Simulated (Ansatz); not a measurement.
# C2H5AlO: the cost of one run

Computed with Ansatz 0.2.0. Level: RKS wB97X-V/def2-SVP.

## 1. The starting structure

SMILES `C=[C](O)[AlH2]`, 9 atoms, charge 0, spin multiplicity 1.

Atoms are counted from 1 here; the program's logs count them from 0.

Bond lengths: C1–C2 1.362 Å, C1–H5 1.105 Å, C1–H6 1.101 Å, C2–O3 1.375 Å, C2–Al4 1.967 Å, O3–H7 0.973 Å, Al4–H8 1.607 Å, Al4–H9 1.597 Å. Angles: C2–C1–H5 121.7°, C2–C1–H6 120.3°, H5–C1–H6 118.0°, C1–C2–O3 118.4°, C1–C2–Al4 117.0°, O3–C2–Al4 124.6°, C2–O3–H7 108.5°, C2–Al4–H8 117.9°, C2–Al4–H9 119.1°, H8–Al4–H9 123.0°.

Geometry (Å):

```xyz
9
charge 0, multiplicity 1
C    -0.31726    1.28602   -0.67347
C     0.32786    0.13238   -0.34508
O     1.48601   -0.18271   -1.01611
Al   -0.48136   -0.97141    1.06784
H     0.06752    1.96342   -1.45647
H    -1.24798    1.56839   -0.15854
H     1.82399   -1.02743   -0.66989
H     0.26181   -2.33766    1.47358
H    -1.83209   -0.47731    1.76104
```

This geometry comes from a loose relaxation at PBE in a small basis, which is not shown.

## 3. The grid

The axes are (1) dihedral H5–C1–C2–Al4: 8 values from −180 to 135 °, periodic; (2) dihedral C1–C2–O3–H7: 8 values from −180 to 135 °, periodic.

Nothing else is relaxed (all other coordinates rigid). Energies count from the relaxed molecule at the same level. Points are written as (first, second).

(The set-up runs are not shown.)

## 4. Grid point (−180°, −180°)

The input, input.yaml:

```yaml
crystal:
  periodic: [false, false, false]
  atoms:
    - { symbol: C, position_ang: [-0.316311, 1.273252, -0.665732] }
    - { symbol: C, position_ang: [0.323032, 0.131261, -0.341288] }
    - { symbol: O, position_ang: [1.478701, -0.17458, -1.015155] }
    - { symbol: Al, position_ang: [-0.480023, -0.970196, 1.067985] }
    - { symbol: H, position_ang: [0.071302, 1.942746, -1.444711] }
    - { symbol: H, position_ang: [-1.2414, 1.559177, -0.155956] }
    - { symbol: H, position_ang: [1.830798, -1.009361, -0.688925] }
    - { symbol: H, position_ang: [0.242813, -2.326758, 1.480696] }
    - { symbol: H, position_ang: [-1.82012, -0.471569, 1.746363] }
basis:
  gaussian: { orbitals: def2-SVP }
hamiltonian:
  xc: { name: wB97X-V }
output:
  forces: true
```

Started as:

```bash
> ansatz run input.yaml --threads 1 --pin off --max-ram 2560MiB --backend cpu --events-out ev --progress --plain --runs-dir out
```

Q: Estimate wall time and peak memory on 1 thread of Arm Neoverse V1, shared host.

About 13 s, with a peak of 0.21 GiB.
